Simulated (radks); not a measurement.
# A spherical jellium cluster from 1 to 5 electrons

Aim: add electrons one at a time to a jellium sphere with rs = 3.38 bohr, try the lowest free levels for each, keep the configuration of least energy, and see where shells close. The background charge grows with the count, so each cluster is neutral; its cation and anion are computed too.

The numbers are computed with radks (version 2): non-relativistic spin-polarised Kohn-Sham, PBE, spherically averaged shells.

### 1 What is given

| Property | Result |
| --- | --- |
| well | a jellium sphere with rs = 3.38 bohr |
| functional | PBE |
| levels | named by radial order: 1s, 1p, 1d, 2s, 1f and so on |
| units | hartree and bohr; summary energies in eV |
| configuration carried in | none |

### 2 N = 1

Candidate: add 1s up. Settings of this run:

```ini
kind = jellium
xc = PBE
rs = 3.38  # bohr
electrons = 1
background = 1  # e
configuration = 1s(up 1, down 0)
```

Command:

```console
> python run_model.py task.json out
```

task.json names the series; the program runs every candidate in turn, and a move starts from the lowest state found so far. In the records, mag is the spin moment and err the last SCF error.

Results of the run (chosen fields of its result record, rounded):

```text
status: converged
energy_total [hartree]: -0.0450303177
energy_kinetic [hartree]: 0.08700638
energy_external [hartree]: -0.3078143
energy_hartree [hartree]: 0.1371994
energy_xc [hartree]: -0.1389366
energy_background [hartree]: 0.1775148
orbitals [level, occupation, hartree, mean radius in bohr]:
  - ["1s up", 1, -0.125604, 3.32313]
r2_mean [bohr^2]: 13.57924
mag [bohr magneton]: 1
err: 3.9e-11
spill_out [electrons]: 0.4233071
```

The series goes on from 1s(up 1, down 0).

### 3 N = 2

Candidate: add 1s down. Settings of this run:

```ini
kind = jellium
xc = PBE
rs = 3.38  # bohr
electrons = 2
background = 2  # e
configuration = 1s2
```

Results of the run (chosen fields of its result record, rounded):

```text
status: converged
energy_total [hartree]: -0.12271871
energy_kinetic [hartree]: 0.1455439
energy_external [hartree]: -1.053552
energy_hartree [hartree]: 0.4997085
energy_xc [hartree]: -0.2779937
energy_background [hartree]: 0.5635743
orbitals [level, occupation, hartree, mean radius in bohr]:
  - ["1s up", 1, -0.133874, 3.62459]
  - ["1s down", 1, -0.133874, 3.62459]
r2_mean [bohr^2]: 15.75803
mag [bohr magneton]: 0
err: 1.4e-09
spill_out [electrons]: 0.611067
```

Candidate: add 1p up. Changed: configuration = 1s(up 1, down 0) 1p(up 1, down 0).

Result:

```text
status: converged
energy_total [hartree]: -0.0514228532
energy_kinetic [hartree]: 0.1999281
energy_external [hartree]: -0.9767789
energy_hartree [hartree]: 0.4348812
energy_xc [hartree]: -0.2730276
energy_background [hartree]: 0.5635743
orbitals [level, occupation, hartree, mean radius in bohr]:
  - ["1s up", 1, -0.185737, 3.35506]
  - ["1p up", 1, -0.0754474, 5.01424]
r2_mean [bohr^2]: 21.29739
mag [bohr magneton]: 2
err: 1.6e-09
spill_out [electrons]: 0.844218
```

The cation, at the same background. Changed: electrons = 1, configuration = 1s(up 0, down 1).

Result:

```text
status: converged
energy_total [hartree]: 0.0945612806
energy_kinetic [hartree]: 0.1091238
energy_external [hartree]: -0.5766536
energy_hartree [hartree]: 0.1529247
energy_xc [hartree]: -0.1544079
energy_background [hartree]: 0.5635743
orbitals [level, occupation, hartree, mean radius in bohr]:
  - ["1s down", 1, -0.361066, 2.95509]
r2_mean [bohr^2]: 10.41056
mag [bohr magneton]: -1
err: 1.6e-09
spill_out [electrons]: 0.1518541
```

The anion, at the same background (1s2 1p(up 1, down 0)): an occupied level came out unbound, so its energy isn't used.

| candidate | configuration | above the lowest (eV) |
| --- | --- | --- |
| add 1s down | 1s2 | lowest |
| add 1p up | 1s(up 1, down 0) 1p(up 1, down 0) | 1.94 |

The series goes on from 1s2.

From the same record, its empty bound levels (hartree) and its density (bohr, e/bohr³):

```text
empty: [["1p up", -0.040526], ["1p down", -0.040526]]
r: [0.1588, 0.5578, 0.9568, 1.356, 1.755, 2.154, 2.553, 2.952, 3.351, 3.75, 4.149, 4.548, 4.947, 5.346, 5.745, 6.144, 6.543, 6.942, 7.341, 7.74]
n: [0.01083, 0.01057, 0.01005, 0.009272, 0.008298, 0.007184, 0.006, 0.004823, 0.003725, 0.002762, 0.001969, 0.001357, 0.0009123, 0.0006029, 0.0003938, 0.0002553, 0.0001646, 0.0001057, 6.766e-05, 4.316e-05]
```

### 4 N = 3

Candidate: add 1p up. Settings of this run:

```ini
kind = jellium
xc = PBE
rs = 3.38  # bohr
electrons = 3
background = 3  # e
configuration = 1s2 1p(up 1, down 0)
```

Results of the run (chosen fields of its result record, rounded):

```text
status: converged
energy_total [hartree]: -0.151627432
energy_kinetic [hartree]: 0.2452396
energy_external [hartree]: -2.05581
energy_hartree [hartree]: 0.9668247
energy_xc [hartree]: -0.4156187
energy_background [hartree]: 1.107737
orbitals [level, occupation, hartree, mean radius in bohr]:
  - ["1s up", 1, -0.172265, 3.80542]
  - ["1p up", 1, -0.0844101, 5.18949]
  - ["1s down", 1, -0.157873, 3.63715]
r2_mean [bohr^2]: 21.11613
mag [bohr magneton]: 1
err: 1.4e-09
spill_out [electrons]: 0.9427889
```

Candidate: add 2s up. Changed: configuration = 1s2 2s(up 1, down 0).

Result:

```text
status: converged
energy_total [hartree]: -0.0907788639
energy_kinetic [hartree]: 0.2171256
energy_external [hartree]: -1.885413
energy_hartree [hartree]: 0.8344539
energy_xc [hartree]: -0.3646821
energy_background [hartree]: 1.107737
orbitals [level, occupation, hartree, mean radius in bohr]:
  - ["1s up", 1, -0.210428, 3.50597]
  - ["2s up", 1, -0.0555293, 8.57109]
  - ["1s down", 1, -0.20576, 3.56245]
r2_mean [bohr^2]: 37.98785
mag [bohr magneton]: 1
err: 9.7e-10
spill_out [electrons]: 1.235205
```

The cation, at the same background. Changed: electrons = 2, configuration = 1s2.

Result:

```text
status: converged
energy_total [hartree]: 0.000710614216
energy_kinetic [hartree]: 0.1672473
energy_external [hartree]: -1.510018
energy_hartree [hartree]: 0.5302212
energy_xc [hartree]: -0.2944771
energy_background [hartree]: 1.107737
orbitals [level, occupation, hartree, mean radius in bohr]:
  - ["1s up", 1, -0.331408, 3.39734]
  - ["1s down", 1, -0.331408, 3.39734]
r2_mean [bohr^2]: 13.55125
mag [bohr magneton]: 0
err: 1.6e-09
spill_out [electrons]: 0.2908965
```

The anion, at the same background (1s2 1p(up 2, down 0)): an occupied level came out unbound, so its energy isn't used.

| candidate | configuration | above the lowest (eV) |
| --- | --- | --- |
| add 1p up | 1s2 1p(up 1, down 0) | lowest |
| add 2s up | 1s2 2s(up 1, down 0) | 1.66 |

Kept: 1s2 1p(up 1, down 0).

### 5 4 electrons

Candidate: add 1p up. Settings of this run:

```ini
kind = jellium
xc = PBE
rs = 3.38  # bohr
electrons = 4
background = 4  # e
configuration = 1s2 1p(up 2, down 0)
```

Results of the run (chosen fields of its result record, rounded):

```text
status: converged
energy_total [hartree]: -0.210104324
energy_kinetic [hartree]: 0.345919
energy_external [hartree]: -3.366279
energy_hartree [hartree]: 1.599012
energy_xc [hartree]: -0.5779937
energy_background [hartree]: 1.789237
orbitals [level, occupation, hartree, mean radius in bohr]:
  - ["1s up", 1, -0.188748, 3.99741]
  - ["1p up", 2, -0.108211, 5.14668]
  - ["1s down", 1, -0.165216, 3.7299]
r2_mean [bohr^2]: 23.56852
mag [bohr magneton]: 2
err: 1.5e-10
spill_out [electrons]: 1.140732
```

Candidate: add 1p down. Changed: configuration = 1s2 1p(up 1, down 1).

Result:

```text
status: converged
energy_total [hartree]: -0.193881087
energy_kinetic [hartree]: 0.3391534
energy_external [hartree]: -3.353824
energy_hartree [hartree]: 1.587938
energy_xc [hartree]: -0.5563856
energy_background [hartree]: 1.789237
orbitals [level, occupation, hartree, mean radius in bohr]:
  - ["1s up", 1, -0.181951, 3.89106]
  - ["1p up", 1, -0.097559, 5.19013]
  - ["1s down", 1, -0.181951, 3.89106]
  - ["1p down", 1, -0.097559, 5.19013]
r2_mean [bohr^2]: 24.01858
mag [bohr magneton]: 0
err: 1.7e-09
spill_out [electrons]: 1.166963
```

Candidate: add 2s up. Changed: configuration = 1s2 1p(up 1, down 0) 2s(up 1, down 0).

Result:

```text
status: converged
energy_total [hartree]: -0.129732936
energy_kinetic [hartree]: 0.3299848
energy_external [hartree]: -3.186613
energy_hartree [hartree]: 1.455366
energy_xc [hartree]: -0.5177076
energy_background [hartree]: 1.789237
orbitals [level, occupation, hartree, mean radius in bohr]:
  - ["1s up", 1, -0.223532, 3.801]
  - ["1p up", 1, -0.13512, 5.07187]
  - ["2s up", 1, -0.0567047, 7.77756]
  - ["1s down", 1, -0.202405, 3.76332]
r2_mean [bohr^2]: 33.69115
mag [bohr magneton]: 2
err: 1e-09
spill_out [electrons]: 1.499325
```

The cation, at the same background. Changed: electrons = 3, configuration = 1s2 1p(up 1, down 0).

Result:

```text
status: converged
energy_total [hartree]: -0.0309521097
energy_kinetic [hartree]: 0.2791803
energy_external [hartree]: -2.679039
energy_hartree [hartree]: 1.018339
energy_xc [hartree]: -0.438669
energy_background [hartree]: 1.789237
orbitals [level, occupation, hartree, mean radius in bohr]:
  - ["1s up", 1, -0.347224, 3.69005]
  - ["1p up", 1, -0.252539, 4.69106]
  - ["1s down", 1, -0.330783, 3.53673]
r2_mean [bohr^2]: 18.28187
mag [bohr magneton]: 1
err: 1.5e-09
spill_out [electrons]: 0.5355604
```

The anion, at the same background (1s2 1p(up 3, down 0)): an occupied level came out unbound, so its energy isn't used.

| candidate | configuration | above the lowest (eV) |
| --- | --- | --- |
| add 1p up | 1s2 1p(up 2, down 0) | lowest |
| add 1p down | 1s2 1p(up 1, down 1) | 0.441 |
| add 2s up | 1s2 1p(up 1, down 0) 2s(up 1, down 0) | 2.19 |

The series goes on from 1s2 1p(up 2, down 0).

From the same record, its empty bound levels (hartree) and its density (bohr, e/bohr³):

```text
empty: [["1d up", -0.025599], ["1p down", -0.074506]]
r: [0.1942, 0.6822, 1.17, 1.658, 2.146, 2.634, 3.122, 3.61, 4.098, 4.586, 5.074, 5.562, 6.05, 6.538, 7.026, 7.514, 8.002, 8.49, 8.978, 9.466]
n: [0.00795, 0.007928, 0.00786, 0.007707, 0.007419, 0.00695, 0.006278, 0.00542, 0.00444, 0.003432, 0.002493, 0.001707, 0.001113, 0.0007019, 0.0004334, 0.0002644, 0.0001605, 9.71e-05, 5.87e-05, 3.544e-05]
```

### 6 5 electrons

Candidate: add 1p up. Settings of this run:

```ini
kind = jellium
xc = PBE
rs = 3.38  # bohr
electrons = 5
background = 5  # e
configuration = 1s2 1p(up 3, down 0)
```

Results of the run (chosen fields of its result record, rounded):

```text
status: converged
energy_total [hartree]: -0.289482184
energy_kinetic [hartree]: 0.4375033
energy_external [hartree]: -4.943914
energy_hartree [hartree]: 2.371539
energy_xc [hartree]: -0.7498918
energy_background [hartree]: 2.595282
orbitals [level, occupation, hartree, mean radius in bohr]:
  - ["1s up", 1, -0.197292, 4.18434]
  - ["1p up", 3, -0.12347, 5.21997]
  - ["1s down", 1, -0.166914, 3.84738]
r2_mean [bohr^2]: 25.65143
mag [bohr magneton]: 3
err: 1.3e-09
spill_out [electrons]: 1.277781
```

Candidate: add 1p down. Changed: configuration = 1s2 1p(up 2, down 1).

Result:

```text
status: converged
energy_total [hartree]: -0.262753637
energy_kinetic [hartree]: 0.428207
energy_external [hartree]: -4.924618
energy_hartree [hartree]: 2.35408
energy_xc [hartree]: -0.715704
energy_background [hartree]: 2.595282
orbitals [level, occupation, hartree, mean radius in bohr]:
  - ["1s up", 1, -0.193177, 4.1088]
  - ["1p up", 2, -0.11686, 5.24822]
  - ["1s down", 1, -0.183982, 4.00656]
  - ["1p down", 1, -0.104186, 5.27152]
r2_mean [bohr^2]: 26.13479
mag [bohr magneton]: 1
err: 6.3e-10
spill_out [electrons]: 1.317206
```

Candidate: add 2s up. Changed: configuration = 1s2 1p(up 2, down 0) 2s(up 1, down 0).

Result:

```text
status: converged
energy_total [hartree]: -0.199791561
energy_kinetic [hartree]: 0.4325721
energy_external [hartree]: -4.762639
energy_hartree [hartree]: 2.222742
energy_xc [hartree]: -0.687749
energy_background [hartree]: 2.595282
orbitals [level, occupation, hartree, mean radius in bohr]:
  - ["1s up", 1, -0.227017, 4.02863]
  - ["1p up", 2, -0.147662, 5.1537]
  - ["2s up", 1, -0.0587945, 7.41717]
  - ["1s down", 1, -0.196134, 3.93969]
r2_mean [bohr^2]: 32.60469
mag [bohr magneton]: 3
err: 1.7e-09
spill_out [electrons]: 1.653841
```

The cation, at the same background. Changed: electrons = 4, configuration = 1s2 1p(up 2, down 0).

Result:

```text
status: converged
energy_total [hartree]: -0.0957798486
energy_kinetic [hartree]: 0.3813204
energy_external [hartree]: -4.130805
energy_hartree [hartree]: 1.66079
energy_xc [hartree]: -0.602367
energy_background [hartree]: 2.595282
orbitals [level, occupation, hartree, mean radius in bohr]:
  - ["1s up", 1, -0.350253, 3.92608]
  - ["1p up", 2, -0.266307, 4.84764]
  - ["1s down", 1, -0.324572, 3.67449]
r2_mean [bohr^2]: 21.31847
mag [bohr magneton]: 2
err: 7.8e-10
spill_out [electrons]: 0.6991229
```

The anion, at the same background (1s2 1p(up 3, down 1)): an occupied level came out unbound, so its energy isn't used.

| candidate | configuration | above the lowest (eV) |
| --- | --- | --- |
| add 1p up | 1s2 1p(up 3, down 0) | lowest |
| add 1p down | 1s2 1p(up 2, down 1) | 0.727 |
| add 2s up | 1s2 1p(up 2, down 0) 2s(up 1, down 0) | 2.44 |

Kept: 1s2 1p(up 3, down 0).

### 7 The series side by side

| N | configuration | unpaired | E/N (eV) | ionisation (eV) | affinity (eV) | second difference (eV) | spill-out (e) |
| --- | --- | --- | --- | --- | --- | --- | --- |
| 1 | 1s(up 1, down 0) | 1 | -1.225 | - | - | - | 0.42 |
| 2 | 1s2 | 0 | -1.670 | 5.91 | - | 1.327 | 0.61 |
| 3 | 1s2 1p(up 1, down 0) | 1 | -1.375 | 4.15 | - | -0.805 | 0.94 |
| 4 | 1s2 1p(up 2, down 0) | 2 | -1.429 | 4.87 | - | -0.569 | 1.14 |
| 5 | 1s2 1p(up 3, down 0) | 3 | -1.575 | 5.27 | - | - | 1.28 |

The second difference is E(N+1) + E(N-1) - 2E(N) of neutral clusters.

Density of N = 5:

r (bohr), 1000 × density and a bar:
```
     0.20       6.89 #############################
     0.97       7.03 #############################
     1.73       7.21 ##############################
     2.49       7.20 ##############################
     3.26       6.69 ############################
     4.02       5.56 #######################
     4.78       4.02 #################
     5.55       2.47 ##########
     6.31       1.30 #####
     7.08       0.62 ##
     7.84       0.28 #
     8.60       0.13 
     9.37       0.06 
    10.13       0.02
```

### 8 What came out

```
                 quantity                             value
       closed shells at N                                 2
largest second difference  1.33 eV at N = 2 (of N = 2 to 4)
  most unpaired electrons                        3 at N = 5
      ionisation energies                   4.15 to 5.91 eV
   configuration at N = 5              1s2 1p(up 3, down 0)
```

**Reading.** All occupied shells are full at N = 2, and the second difference peaks there. The largest moment in range is 3, first at N = 5: exchange favours parallel spins in open shells. The anion gave no bound, converged state at N = 2, 3, 4 and 5; semilocal functionals bind extra electrons too weakly, through self-interaction. The ions keep the filling of the neutral cluster, less or plus one electron, without a search of their own. The model keeps every shell spherical, so real clusters and dots, which can deform, may order levels otherwise.
